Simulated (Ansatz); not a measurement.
# HgPPd5: the cost of one run

Program: Ansatz 0.2.0. Level of theory: DFT r2SCAN, scalar-relativistic, plane waves, PAW. These are calculated values, not measurements.

## Step 1: The structure to begin with

Symmetry: P4/mmm, No. 123, tetragonal system. The conventional cell has a = 3.951 Å, b = 3.951 Å, c = 7.061 Å, α = 90.00°, β = 90.00°, γ = 90.00°. Hg (site symmetry 4/mmm) has 12 Pd at 2.79 to 2.91 Å in its first shell of neighbours. Around P (site symmetry 4/mmm) lie 8 Pd at 2.42 Å. Around Pd (site symmetry 2mm) lie 2 P at 2.42 Å. Pd (site symmetry 4/mmm) is surrounded by 4 Hg at 2.79 Å and 8 Pd at 2.91 Å.

As a file:

```cif
data_structure
_symmetry_space_group_name_H-M 'P4/mmm'
_symmetry_Int_Tables_number 123
_cell_length_a 3.9509
_cell_length_b 3.9509
_cell_length_c 7.0605
_cell_angle_alpha 90.000
_cell_angle_beta 90.000
_cell_angle_gamma 90.000
_cell_volume 110.21
loop_
_atom_site_label
_atom_site_type_symbol
_atom_site_symmetry_multiplicity
_atom_site_Wyckoff_symbol
_atom_site_fract_x
_atom_site_fract_y
_atom_site_fract_z
_atom_site_occupancy
Hg1 Hg 1 c 0.50000 0.50000 0.00000 1
P1 P 1 b 0.00000 0.00000 0.50000 1
Pd1 Pd 4 i 0.00000 0.50000 0.30289 1
Pd2 Pd 1 a 0.00000 0.00000 0.00000 1
```

(A quick probe on a coarse mesh, which set the mesh and smearing, is not shown.)

## Step 3: Relaxing cell and atoms

input.yaml

```yaml
crystal:
  lattice:
    - [3.95086133, 0.0, 0.0]
    - [0.0, 3.95086133, 0.0]
    - [0.0, 0.0, 7.06051148]
  atoms:
    - { symbol: Hg, position: [0.5, 0.5, 0.0] }
    - { symbol: P, position: [0.0, 0.0, 0.5] }
    - { symbol: Pd, position: [0.0, 0.5, 0.30289428] }
    - { symbol: Pd, position: [0.0, 0.5, 0.69710572] }
    - { symbol: Pd, position: [0.5, 0.0, 0.30289428] }
    - { symbol: Pd, position: [0.5, 0.0, 0.69710572] }
    - { symbol: Pd, position: [0.0, 0.0, 0.0] }
basis:
  ecutwfc: 500
kpoints:
  mp_grid: { grid: [10, 10, 6] }
hamiltonian:
  xc: r2scan
scf:
  occupations: { method: gaussian, width: 0.1 }
output:
  forces: true
  stress: true
  eigenvalues: true
  write_density: true
  write_potential: true
  elf: true
  volumetric_format: npy
relax:
  adjacent_minimum: "off"
  f_tol: 0.01
  max_steps: 80
  cell: { stress_tol: 0.05 }
```

Started as:

```bash
ansatz run input.yaml --threads 1 --pin off --max-ram 2560MiB --backend cpu --events-out ev --progress --plain --runs-dir out
```

**Question.** How long does this run take on 1 thread of Arm Neoverse V1, shared host, and how much memory does it need?

About 8.4 min, with a peak of 0.96 GiB.
